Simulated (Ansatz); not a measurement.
**ClH₇N₂Si₂: one species, many methods**

How much do the methods differ for ClH₇N₂Si₂? The plan is to run it at one geometry with functionals of several rungs and with coupled cluster. The yardstick is the atomisation energy at the CCSD(T) limit.

Program: Ansatz 0.2.0, Gaussian basis. Level of theory: functionals in def2-TZVPP, the program's frozen cores in correlated methods. These are calculated values, not measurements.

The runs, in order: PBE-D4, r2SCAN-D4, PBE0-D4, B3LYP-D4, ωB97X-V, ωB97M-V, B2PLYP; CCSD(T)/def2-TZVPP; MP2/def2-QZVPP; extrapolation to the limit.

## Step 1: Structure used throughout

An earlier PBE0-D4 in a triple-zeta def2 set relaxation fixed the geometry.

12 atoms, charge 0, spin multiplicity 1.

Atoms are counted from 1 here; the program's logs count them from 0.

Bond lengths: N1–Si2 1.698 Å, N1–H6 1.008 Å, N1–H7 1.007 Å, Si2–Cl3 2.073 Å, Si2–N4 1.706 Å, Si2–H8 1.479 Å, N4–Si5 1.735 Å, N4–H9 1.010 Å, Si5–H10 1.485 Å, Si5–H11 1.484 Å, Si5–H12 1.487 Å. Angles: Si2–N1–H6 120.8°, Si2–N1–H7 119.8°, H6–N1–H7 111.6°, N1–Si2–Cl3 116.0°, N1–Si2–N4 109.5°, N1–Si2–H8 106.1°, Cl3–Si2–N4 103.8°, Cl3–Si2–H8 105.2°, N4–Si2–H8 116.5°, Si2–N4–Si5 129.9°, Si2–N4–H9 114.8°, Si5–N4–H9 115.2°, N4–Si5–H10 112.5°, N4–Si5–H11 111.7°, N4–Si5–H12 106.2°, H10–Si5–H11 108.4°, H10–Si5–H12 108.7°, H11–Si5–H12 109.3°.

## Step 2: PBE-D4 (GGA)

in.yaml reads:

```yaml
crystal:
  periodic: [false, false, false]
  atoms:
    - {symbol: N, position_ang: [-1.924645, -0.051919, 1.313563]}
    - {symbol: Si, position_ang: [-0.433236, -0.671152, 0.788301]}
    - {symbol: Cl, position_ang: [1.211853, -0.194377, 1.955381]}
    - {symbol: N, position_ang: [-0.052206, -0.016342, -0.740357]}
    - {symbol: Si, position_ang: [1.469387, 0.530772, -1.369831]}
    - {symbol: H, position_ang: [-2.087541, 0.942014, 1.349379]}
    - {symbol: H, position_ang: [-2.447947, -0.539209, 2.023323]}
    - {symbol: H, position_ang: [-0.549329, -2.143579, 0.864682]}
    - {symbol: H, position_ang: [-0.821679, 0.008374, -1.394720]}
    - {symbol: H, position_ang: [1.916773, 1.803680, -0.748872]}
    - {symbol: H, position_ang: [2.537970, -0.482460, -1.182635]}
    - {symbol: H, position_ang: [1.257700, 0.758997, -2.824115]}
basis:
  gaussian: {orbitals: def2-TZVPP}
hamiltonian: {xc: pbe, dispersion: d4}
output: {forces: true, orbitals: {seedname: orbitals}}
```

The run is started by

```console
$ ansatz run in.yaml --threads 4 --pin off --events-out ev --progress --plain --max-ram 10444MiB
```

After this run come: r2SCAN-D4 (meta-GGA); PBE0-D4 (hybrid); B3LYP-D4 (hybrid); ωB97X-V (range-separated); ωB97M-V (range-separated); B2PLYP (double hybrid); CCSD(T) in def2-TZVPP; MP2 in def2-QZVPP.

**Question.** What will the summary of the whole plan be? Wanted: atomisation energy, CCSD(T)/CBS; farthest; mean size of error, hybrid; mean size of error, range-separated; gap, smallest and largest; T1 diagnostic; triples share of the correlation energy.

The runs gave:

| quantity | value |
| --- | --- |
| atomisation energy, CCSD(T)/CBS | 41.813 eV |
| functionals within 0.209 eV (0.5 %) | PBE-D4, B3LYP-D4, ωB97M-V |
| farthest | B2PLYP (-0.662 eV) |
| mean size of error, hybrid | 0.280 eV |
| mean size of error, range-separated | 0.198 eV |
| gap, smallest and largest | 5.95 eV (PBE-D4), 12.48 eV (ωB97X-V) |
| T1 diagnostic | 0.0100 |
| triples share of the correlation energy | 3.7 % |

PBE-D4 misses by 0.000 eV. Double hybrids carry the basis error of their MP2 part in triple zeta, and no dispersion term here, so their miss is partly the set-up's. The reference freezes the cores and leaves out relativity and excitations past (T), so misses under about 0.209 eV can't be ranked. Hartree-Fock recovers 71 % of the binding; the rest is correlation. Orbital gaps span 5.9 to 12.5 eV; exact exchange widens them.
